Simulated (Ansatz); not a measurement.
# AgBr2: the cost of one run

Computed with Ansatz 0.2.0 (DFT PBE, scalar-relativistic, plane waves, PAW, unless a step's input says otherwise).

2 further runs of the same task are left out: 2 set aside as unsound or not needed.

### 1 The starting structure

It takes space group Fd-3m (No. 227, cubic). The conventional cell has a = 8.601 Å, b = 8.601 Å, c = 8.601 Å, α = 90.00°, β = 90.00°, γ = 90.00°. Ag (site symmetry -43m) has 12 Br at 3.57 Å and 4 Ag at 3.72 Å as nearest neighbours. Br (site symmetry -3m) is surrounded by 6 Br at 3.04 Å and 6 Ag at 3.57 Å.

Coordinates:

```xyz
6
Lattice="0.0000 4.3006 4.3006 4.3006 0.0000 4.3006 4.3006 4.3006 0.0000" Properties=species:S:1:pos:R:3 pbc="T T T"
Ag    0.0000    0.0000    0.0000
Ag    2.1503    2.1503    2.1503
Br    5.3758    5.3758    5.3758
Br    5.3758    3.2255    3.2255
Br    3.2255    3.2255    5.3758
Br    3.2255    5.3758    3.2255
```

This is candidate A: cubic Laves (C15) type (Fd-3m, No. 227).

(A quick probe on a coarse mesh, which set the mesh and smearing, is not shown.)

### 3 Relaxing cell and atoms (candidate A)

Contents of input.yaml:

```yaml
crystal:
  lattice:
    - [0.0, 4.3006104715, 4.3006104715]
    - [4.3006104715, 0.0, 4.3006104715]
    - [4.3006104715, 4.3006104715, 0.0]
  atoms:
    - { symbol: Ag, position: [0.0, 0.0, 0.0] }
    - { symbol: Ag, position: [0.25, 0.25, 0.25] }
    - { symbol: Br, position: [0.625, 0.625, 0.625] }
    - { symbol: Br, position: [0.125, 0.625, 0.625] }
    - { symbol: Br, position: [0.625, 0.625, 0.125] }
    - { symbol: Br, position: [0.625, 0.125, 0.625] }
basis:
  ecutwfc: 420
kpoints:
  mp_grid: { grid: [8, 8, 8] }
hamiltonian:
  xc: pbe
scf:
  occupations: { method: gaussian, width: 0.1 }
output:
  forces: true
  stress: true
  eigenvalues: true
relax:
  adjacent_minimum: "off"
  f_tol: 0.01
  max_steps: 80
  cell: { stress_tol: 0.05 }
```

Launch:

```
ansatz run input.yaml --threads 1 --pin off --max-ram 2560MiB --backend cpu --events-out ev --progress --plain --runs-dir out
```

What time and memory should one allow on 1 thread of Arm Neoverse V1, shared host?

About 59 s, with a peak of 0.49 GiB.
